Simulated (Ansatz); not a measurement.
# GaH2F: one structure at several levels

One table from this session's results is given with a row withheld; the runs are named, their logs left out.

Computed with Ansatz 0.2.0, Gaussian basis. Level: single points in def2-TZVPP.

Correlated methods freeze the cores. Filled d shells of the heavier atoms are correlated.

## Where the work starts

SMILES `[F][GaH2]`, 4 atoms, charge 0, spin multiplicity 1.

Atoms are counted from 1 here; the program's logs count them from 0.

Bond lengths: F1–Ga2 1.754 Å, Ga2–H3 1.548 Å, Ga2–H4 1.554 Å. Angles: F1–Ga2–H3 116.8°, F1–Ga2–H4 114.1°, H3–Ga2–H4 129.1°.

Coordinates:

```mol
FGaH2
  3D, bonds by distance, orders not assigned

  4  3  0  0  0  0  0  0  0  0999 V2000
   -0.5586   -0.4654    1.4778 F   0  0
    0.0485    0.0241   -0.0929 Ga  0  0
   -0.8301   -0.3214   -1.3192 H   0  0
    1.4330    0.7275   -0.0462 H   0  0
  1  2  8  0
  2  3  8  0
  2  4  8  0
M  END
```

The first run:

Input file run/in.yaml:

```yaml
crystal:
  periodic: [false, false, false]
  atoms:
    - {symbol: F, position_ang: [-0.558600, -0.465400, 1.477800]}
    - {symbol: Ga, position_ang: [0.048500, 0.024100, -0.092900]}
    - {symbol: H, position_ang: [-0.830100, -0.321400, -1.319200]}
    - {symbol: H, position_ang: [1.433000, 0.727500, -0.046200]}
basis:
  gaussian: {orbitals: def2-TZVPP}
correlation: {method: ccsd_t}
output: {forces: true}
```

Run with:

```bash
$ ansatz run in.yaml --threads 4 --pin off --events-out ev --progress --plain --max-ram 5222MiB
```

Among the steps run: CCSD(T)/def2-TZVPP; PBE0-D4/def2-TZVPP; wB97M-V/def2-TZVPP; r2SCAN-D4/def2-TZVPP; PBE-D4/def2-TZVPP; r2SCAN0-D4/def2-TZVPP; LC-wPBE/def2-TZVPP.

One table of the session follows, with a row left open; its other results are not shown here.

| method | RMS force component (eV/Å) | angle to CCSD(T) forces (°) | dipole (D) |
| --- | --- | --- | --- |
| CCSD(T) | 0.079 | reference | 2.08 |
| PBE0-D4 | 0.088 | 25.7 | 2.11 |
| wB97M-V | ? | ? | ? |
| r2SCAN-D4 | 0.096 | 11.2 | 2.02 |
| PBE-D4 | 0.264 | 48.6 | 1.95 |
| r2SCAN0-D4 | 0.105 | 70.5 | 2.15 |
| LC-wPBE | 0.117 | 31.5 | 2.12 |

**Question.** Estimate the row for wB97M-V.

The run gave: RMS force component (eV/Å): 0.134; angle to CCSD(T) forces (°): 22.8; dipole (D): 2.11. In the column «RMS force component (eV/Å)» it lies between LC-wPBE (0.117) and PBE-D4 (0.264).

To keep in mind: CCSD(T) in triple zeta still lacks some correlation energy of the bonds, so part of these gaps is its own basis error and they don't rank the functionals.
